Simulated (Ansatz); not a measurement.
# PdTe: the cost of one run

Program: Ansatz 0.2.0. Level of theory: DFT LDA+U (U_eff = 6 eV on Pd d), plane waves, PAW. These are calculated values, not measurements.

## Step 1: The system as given

The structure is hexagonal, space group P6_3/mmc (No. 194). Conventional cell: a = 4.152 Å, b = 4.152 Å, c = 5.672 Å, α = 90.00°, β = 90.00°, γ = 120.00°. Te (site symmetry -6m2) has 6 Pd at 2.79 Å as nearest neighbours. Pd (site symmetry -3m) is surrounded by 6 Te at 2.79 Å and 2 Pd at 2.84 Å.

Coordinates:

```cif
data_structure
_symmetry_space_group_name_H-M 'P6_3/mmc'
_symmetry_Int_Tables_number 194
_cell_length_a 4.1521
_cell_length_b 4.1521
_cell_length_c 5.6719
_cell_angle_alpha 90.000
_cell_angle_beta 90.000
_cell_angle_gamma 120.000
_cell_volume 84.68
loop_
_atom_site_label
_atom_site_type_symbol
_atom_site_symmetry_multiplicity
_atom_site_Wyckoff_symbol
_atom_site_fract_x
_atom_site_fract_y
_atom_site_fract_z
_atom_site_occupancy
Te1 Te 2 c 0.33333 0.66667 0.25000 1
Pd1 Pd 2 a 0.00000 0.00000 0.00000 1
```

An earlier series on this cell reached its lowest free state from «ferromagnetic start, free, natural orbitals of the symmetric run filled by rank», perhaps among other starts (it ended without moments).

## Step 2: Ferromagnetic start, free, default search

The input, input.yaml:

```yaml
crystal:
  lattice:
    - [4.15209743, 0.0, 0.0]
    - [-2.07604871, 3.59582185, 0.0]
    - [0.0, 0.0, 5.6718989]
  atoms:
    - { symbol: Te, position: [0.3333333333, 0.6666666667, 0.25] }
    - { symbol: Te, position: [0.6666666667, 0.3333333333, 0.75] }
    - { symbol: Pd, position: [0.0, 0.0, 0.0], spin: 2.0 }
    - { symbol: Pd, position: [0.0, 0.0, 0.5], spin: 2.0 }
basis:
  ecutwfc: 420
  ecutrho_ratio: 4
kpoints:
  mp_grid: { grid: [5, 5, 4] }
hamiltonian:
  xc: lda
  hubbard:
    sites: [{ site: 2, l: d, u_eff: 6.0 }, { site: 3, l: d, u_eff: 6.0 }]
scf:
  occupations: { method: gaussian, width: 0.05 }
output:
  forces: true
  stress: true
  eigenvalues: true
  populations: true
  hubbard: { sites: [{ site: 2, l: d }, { site: 3, l: d }] }
magnetization:
  spin_polarized: true
```

Launch:

```
$ ansatz run input.yaml --threads 2 --pin off --max-ram 3072MiB --backend cpu --events-out ev --progress --plain --runs-dir out
```

What time and memory should one allow on 2 threads of Arm Neoverse V1, shared host?

About 7.5 s, with a peak of 0.44 GiB.
